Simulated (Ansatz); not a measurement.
# C3H9AlS: how energies converge with the basis set

The task here is to estimate one member of a computed series from the others.

Method: one geometry, several basis sets; program: Ansatz 0.2.0, Gaussian basis.

Levels to be run: PBE0-D4/def2-SVP; ωB97M-V/def2-SVP; PBE0-D4/def2-QZVPP; ωB97M-V/def2-QZVPP; the functionals' def2-TZVPP values are taken from earlier runs.

### The geometry

The geometry comes from an earlier relaxation with PBE0-D4 in a triple-zeta def2 set; it is a stationary point, not always the lowest conformer.

14 atoms, charge 0, spin multiplicity 1.

Atoms are counted from 1 here; the program's logs count them from 0.

Bond lengths: C1–C2 1.514 Å, C1–H6 1.092 Å, C1–H7 1.092 Å, C1–H8 1.092 Å, C2–S3 1.813 Å, C2–H9 1.093 Å, C2–H10 1.092 Å, S3–C4 1.846 Å, S3–Al5 2.418 Å, C4–Al5 1.964 Å, C4–H11 1.088 Å, C4–H12 1.089 Å, Al5–H13 1.585 Å, Al5–H14 1.589 Å. Angles: C2–C1–H6 111.0°, C2–C1–H7 109.9°, C2–C1–H8 111.5°, H6–C1–H7 108.2°, H6–C1–H8 108.3°, H7–C1–H8 107.9°, C1–C2–S3 110.5°, C1–C2–H9 111.6°, C1–C2–H10 111.2°, S3–C2–H9 106.9°, S3–C2–H10 107.9°, H9–C2–H10 108.5°, C2–S3–C4 100.8°, C2–S3–Al5 100.4°, C4–S3–Al5 52.8°, S3–C4–Al5 78.7°, S3–C4–H11 109.2°, S3–C4–H12 107.3° and more.

The first run:

Contents of in.yaml:

```yaml
crystal:
  periodic: [false, false, false]
  atoms:
    - {symbol: C, position_ang: [-2.007807, 0.457212, -0.759842]}
    - {symbol: C, position_ang: [-0.784250, -0.420867, -0.608849]}
    - {symbol: S, position_ang: [0.727126, 0.577400, -0.685664]}
    - {symbol: C, position_ang: [1.954302, -0.598965, 0.033322]}
    - {symbol: Al, position_ang: [1.454240, 0.448681, 1.616909]}
    - {symbol: H, position_ang: [-2.079282, 1.172230, 0.061850]}
    - {symbol: H, position_ang: [-2.909664, -0.158786, -0.754233]}
    - {symbol: H, position_ang: [-1.987195, 1.014642, -1.698620]}
    - {symbol: H, position_ang: [-0.718611, -1.160048, -1.410724]}
    - {symbol: H, position_ang: [-0.790917, -0.946685, 0.348553]}
    - {symbol: H, position_ang: [1.629780, -1.618801, -0.164378]}
    - {symbol: H, position_ang: [2.908775, -0.409035, -0.455357]}
    - {symbol: H, position_ang: [2.385656, 1.659555, 2.039809]}
    - {symbol: H, position_ang: [0.205046, -0.045831, 2.466122]}
basis:
  gaussian: {orbitals: def2-SVP}
hamiltonian: {xc: pbe0, dispersion: d4}
output: {orbitals: {seedname: orbitals}}
```

Among the steps run: PBE0-D4 in def2-SVP; ωB97M-V in def2-SVP; PBE0-D4 in def2-QZVPP; ωB97M-V in def2-QZVPP.

One table of the session follows, with a row left open; its other results are not shown here.

It belongs to the step «Functionals by basis». 

```
functional       basis  HOMO (eV)  LUMO (eV)
   PBE0-D4    def2-SVP      -6.77       0.07
   PBE0-D4  def2-TZVPP      -6.74      -0.14
   PBE0-D4  def2-QZVPP          ?          ?
   ωB97M-V    def2-SVP      -8.90       1.73
   ωB97M-V  def2-TZVPP      -8.90       1.36
   ωB97M-V  def2-QZVPP      -8.91       0.91
```

Q: Estimate the row for PBE0-D4, def2-QZVPP from the others.

The run gave: HOMO (eV): -6.75; LUMO (eV): -0.29. In the column «HOMO (eV)» it lies between PBE0-D4, def2-SVP (-6.77) and PBE0-D4, def2-TZVPP (-6.74).
